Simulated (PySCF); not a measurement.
# C3H9GeN: the cost of one run

Computed with PySCF 2.14.0, with density-fitted response routines of our own, on a single molecule in the gas phase. Atoms are numbered from 0 throughout.

## Step 1: The molecule as given

14 atoms, charge 0, multiplicity 1; geometry from: GFN2-xTB. The atoms were then displaced at random by about 0.01 Å, so the start is not that level's minimum.

Bonds of the start (Å): C0–C1 1.31, C1–C2 1.48, C2–Ge3 2.03, Ge3–N4 1.79, C0–H5 1.06, C0–H6 1.09, C1–H7 1.10, C2–H8 1.06, C2–H9 1.08, Ge3–H10 1.54, Ge3–H11 1.48, N4–H12 0.98, N4–H13 1.03.

## Step 2: Geometry optimisation at PBE0-D3(BJ)/def2-SVP

The job: settings as JSON, then the geometry in Å.

```
{"job": {"xc": "PBE0", "basis": "def2-SVP", "d3": "d3bj", "grid": 1, "shake": 0.01, "kind": "geom"}, "charge": 0, "multiplicity": 1}
C     -2.143240     0.148910     0.930940
C     -1.175370     0.655980     0.201830
C     -0.579150    -0.026340    -0.973040
Ge     1.236480    -0.806400    -0.487630
N      2.209780     0.522400     0.206170
H     -2.629300    -0.765350     0.686040
H     -2.553430     0.699530     1.776950
H     -0.712290     1.620230     0.459510
H     -1.216770    -0.807370    -1.312740
H     -0.395380     0.687940    -1.762150
H      1.022280    -1.998730     0.458790
H      1.986180    -1.283070    -1.676930
H      3.145100     0.317030     0.425750
H      1.797950     1.020150     1.013960
```

The run is started by

```sh
> OMP_NUM_THREADS=1 python probes_run.py task.json out
```

This one command runs all jobs of the session in turn.

**Question.** How long does this first job take on 1 thread of Arm Neoverse V1, shared host, and how much memory does it need?

About 61 s, with a peak of 0.52 GiB.
